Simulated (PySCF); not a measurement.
# C4H6F2SeSi: the cost of one run

The runs use PySCF 2.14.0, with density-fitted response routines of our own; the level of theory stands in each step. All values are computed, except where a source is named. Atoms are numbered from 0 throughout.

## (1) The starting structure

14 atoms, charge 0, multiplicity 1; geometry from: GFN2-xTB.

Bonds of the start (Å): F0–C1 1.35, C1–F2 1.36, C1–C3 1.48, C3–C4 1.33, C4–Si5 1.88, Si5–C6 1.92, C6–Se7 1.96, Se7–C1 2.01, C3–H8 1.08, C4–H9 1.08, Si5–H10 1.47, Si5–H11 1.46, C6–H12 1.09, C6–H13 1.09.

## (2) Excited states and response: B3LYP/def2-SVPD

Job settings and geometry (Å):

```
{"job": {"kind": "uv", "xc": "B3LYP", "basis": "def2-SVPD", "nstates": 8, "ntriplets": 3}, "charge": 0, "multiplicity": 1}
F      1.972728     2.240829     0.174062
C      1.066946     1.243626     0.208638
F      0.613650     1.190917     1.489536
C      1.631148    -0.047532    -0.253088
C      0.920468    -1.168977    -0.210953
Si    -0.870341    -1.165751     0.368478
C     -1.707831     0.397101    -0.374756
Se    -0.478445     1.824665    -0.932738
H      2.637881     0.017124    -0.643785
H      1.378544    -2.080152    -0.565995
H     -1.546951    -2.341954    -0.184396
H     -0.946484    -1.101705     1.827032
H     -2.394134     0.842498     0.344967
H     -2.277855     0.148836    -1.269169
```

Method: TDDFT B3LYP/def2-SVPD, vertical, gas phase, core orbitals frozen in the response.

Command:

```sh
$ OMP_NUM_THREADS=1 python probes_run.py task.json out
```

The driver reads the jobs from task.json and runs them one after another.

Q: Estimate the wall time and peak memory of this job on 1 thread of Arm Neoverse N1, shared host.

About 90 s, with a peak of 0.9 GiB.
